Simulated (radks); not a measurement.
**Hg⁵⁹⁺ in [Ne] 3s1.5 3p6 3d3 4d0.5: an all-electron calculation**

The task here is to estimate one member of a computed series from the others.

The numbers are computed with radks (a radial shooting solver on a logarithmic mesh, Libxc functionals) version 1 (Dirac Kohn-Sham, revPBE, spin-unpolarised, spherical densities, point nucleus; open shells fill j = l - 1/2 first), except any that are marked as measured or tabulated.

## The system

```
element       : mercury (Z = 80)
charge        : +59
electrons     : 21
configuration : [Ne] 3s1.5 3p6 3d3 4d0.5
```

The first run:

Settings of this run:

```text
Z 80
configuration [Ne] 3s1.5 3p6 3d3 4d0.5
relativity Dirac
functional pbe_r,pbe
spin unpolarised
j_filling energy
nucleus point
c 137.035999084
```

The run is started by

```console
> python run_ks.py task.json out
```

All runs below come from this command, one after another.

Among the steps run: Self-consistent calculation.

One of the session's tables, all rows but one given; the rest of the session is left out.

It belongs to the step «Orbitals and density». Radial moments (bohr):

```
level      <r>  outermost maximum (interpolated)  90 % within  nodes
1s1/2  0.01658                            0.0102       0.0303      0
2s1/2  0.06878                            0.0592        0.108      1
2p1/2  0.05654                            0.0435       0.0943      0
2p3/2  0.06503                            0.0509        0.105      0
3s1/2   0.1708                             0.162        0.250      2
3p1/2   0.1605                             0.150        0.240      1
3p3/2        ?                                 ?            ?      ?
3d3/2   0.1493                             0.126        0.229      0
3d5/2   0.1533                             0.129        0.234      0
4d3/2   0.3174                             0.316        0.461      1
4d5/2   0.3226                             0.322        0.468      1
```

Q: Estimate the row for 3p3/2 from the others.

The run gave: <r>: 0.1738; outermost maximum (interpolated): 0.164; 90 % within: 0.258; nodes: 1. In the column «<r>» it lies between 3s1/2 (0.1708) and 4d3/2 (0.3174).
